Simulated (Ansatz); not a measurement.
Molecular dynamics of Mg8O9

Input:

```yaml
accuracy: low
crystal:
  lattice:
    - [0.0, 4.1948, 4.1948]
    - [4.1948, 0.0, 4.1948]
    - [4.1948, 4.1948, 0.0]
  atoms:
    - { symbol: Mg, position: [0.00089888, -0.01622936, 0.01414556] }
    - { symbol: O, position: [0.25647566, 0.22808443, 0.25859586] }
    - { symbol: Mg, position: [0.02901989, -0.00461483, 0.49119296] }
    - { symbol: O, position: [0.25649643, 0.22805773, 0.75859576] }
    - { symbol: Mg, position: [0.02889801, 0.46081674, 0.0259973] }
    - { symbol: O, position: [0.2564418, 0.7280193, 0.25857994] }
    - { symbol: Mg, position: [-0.00635101, 0.49083233, 0.52140454] }
    - { symbol: O, position: [0.2565936, 0.72811546, 0.75849411] }
    - { symbol: Mg, position: [0.51926991, -0.0347919, -0.00430241] }
    - { symbol: O, position: [0.75651303, 0.22809623, 0.25857432] }
    - { symbol: Mg, position: [0.48416117, -0.00443834, 0.49101613] }
    - { symbol: O, position: [0.75647717, 0.22808707, 0.7585938] }
    - { symbol: Mg, position: [0.48396886, 0.46069223, 0.02600571] }
    - { symbol: O, position: [0.75650321, 0.72815664, 0.25854557] }
    - { symbol: Mg, position: [0.51212486, 0.47247339, 0.50297744] }
    - { symbol: O, position: [0.75663736, 0.84686218, 0.63950714] }
    - { symbol: O, position: [0.75635302, 0.60918387, 0.87768011], spin: 1.0 }
magnetization:
  spin_polarized: true
basis:
  ecutwfc: 420.0
kpoints:
  mp_grid: { grid: [2, 2, 2] }
hamiltonian:
  xc: pbesol
  pseudopotentials: { kind: paw, azcp: { folder: soft_1 } }
scf:
  occupations: { method: fermi_dirac, width: 0.05 }
  lower_state_search: "off"
md:
  timestep: 1
  n_steps: 300
  ensemble: nvt_langevin
  temperature: 840.0
  initial_velocities: maxwell_boltzmann
  seed: 246809
  friction: 0.05
```

Command:

```bash
$ ansatz run input.yaml --threads 2 --pin off --max-ram 5120MiB --backend cpu --events-out ev --progress --plain --runs-dir out
```

It goes on from the last frame of an earlier run, with new velocities.

Output, in part (warnings, step lines):

```
WARN: the starting moments were not kept: the SCF closed with an absolute magnetisation of 5.8e-6 μB, where they sum to 1 μB in size (1 site). That is at most 0.1 of that sum. Measured as dr2_m measures the in/out step, that magnetisation stands 9.7e-12 eV from none, at or under the dr2_threshold …
md step     0: t =     0.00 fs  T =   790.6 K  F+E_penalty+E_count = -20361.81647209 eV  E_kin = 1.737254 eV  (14 SCF iters)
md step     1: t =     1.00 fs  T =   877.8 K  F+E_penalty+E_count = -20361.80383256 eV  E_kin = 1.928814 eV  (7 SCF iters)
md step     2: t =     2.00 fs  T =   751.9 K  F+E_penalty+E_count = -20361.76852345 eV  E_kin = 1.652324 eV  (7 SCF iters)
md step     3: t =     3.00 fs  T =   758.8 K  F+E_penalty+E_count = -20361.71500174 eV  E_kin = 1.667320 eV  (7 SCF iters)
md step     4: t =     4.00 fs  T =   704.1 K  F+E_penalty+E_count = -20361.64692278 eV  E_kin = 1.547131 eV  (7 SCF iters)
md step     5: t =     5.00 fs  T =   719.0 K  F+E_penalty+E_count = -20361.57046075 eV  E_kin = 1.579985 eV  (7 SCF iters)
md step     6: t =     6.00 fs  T =   683.5 K  F+E_penalty+E_count = -20361.48630136 eV  E_kin = 1.501952 eV  (7 SCF iters)
md step     7: t =     7.00 fs  T =   604.6 K  F+E_penalty+E_count = -20361.40563471 eV  E_kin = 1.328592 eV  (7 SCF iters)
[... lines left out ...]
md step   300: t =   300.00 fs  T =   851.2 K  F+E_penalty+E_count = -20360.17317481 eV  E_kin = 1.870450 eV  (7 SCF iters)
```

The steps, from the saved trajectory:

| time (fs) | T (K) | potential energy less start (eV) |
| --- | --- | --- |
| 0.0 | 791 | 0.000 |
| 10.0 | 560 | 0.657 |
| 20.0 | 696 | 1.509 |
| 30.0 | 751 | 1.574 |
| 40.0 | 1017 | 1.341 |
| 50.0 | 900 | 1.226 |
| 60.0 | 790 | 1.074 |
| 70.0 | 640 | 1.480 |
| 80.0 | 585 | 1.859 |
| 90.0 | 844 | 2.007 |
| 100.0 | 895 | 2.127 |
| 110.0 | 715 | 1.636 |
| 120.0 | 522 | 1.591 |
| 130.0 | 668 | 1.355 |
| 140.0 | 602 | 1.451 |
| 150.0 | 788 | 1.577 |
| 160.0 | 826 | 1.740 |
| 170.0 | 929 | 2.472 |
| 180.0 | 767 | 1.832 |
| 190.0 | 914 | 1.480 |
| 200.0 | 618 | 1.500 |
| 210.0 | 858 | 1.663 |
| 220.0 | 724 | 1.895 |
| 230.0 | 810 | 1.578 |
| 240.0 | 877 | 2.000 |
| 250.0 | 911 | 1.896 |
| 260.0 | 641 | 1.604 |
| 270.0 | 775 | 1.832 |
| 280.0 | 1045 | 1.800 |
| 290.0 | 749 | 1.830 |
| 300.0 | 851 | 1.643 |

The run went to its last step. A run of 0.3 ps of so small a system gives no equilibrium averages. Limits of this set-up: coarse k mesh, PAW files made for another functional, low accuracy level.

Mean squared displacements from the first frame to the last, about the centre of mass: Mg 0.07 Å², O 0.13 Å².

Last frame:

```xyz
17
Lattice="0.0000 4.1948 4.1948 4.1948 0.0000 4.1948 4.1948 4.1948 0.0000" Properties=species:S:1:pos:R:3
Mg -0.152 0.184 -0.097
O 1.954 2.087 2.047
Mg 1.880 2.090 -0.204
O 3.947 4.225 2.060
Mg 1.955 0.292 2.107
O 4.067 2.009 4.178
Mg 3.888 2.157 1.802
O 6.131 4.219 4.189
Mg -0.074 2.053 2.058
O 1.742 4.201 4.179
Mg 1.950 4.114 2.068
O 3.990 6.369 4.082
Mg 1.852 2.124 4.361
O 3.975 4.334 6.257
Mg 3.980 3.910 4.127
O 5.578 5.839 6.169
O 6.568 6.874 6.256
```

Run time: 27 min on 2 threads of Arm Neoverse V1, with other jobs on the host, peak memory 0.52 GiB.
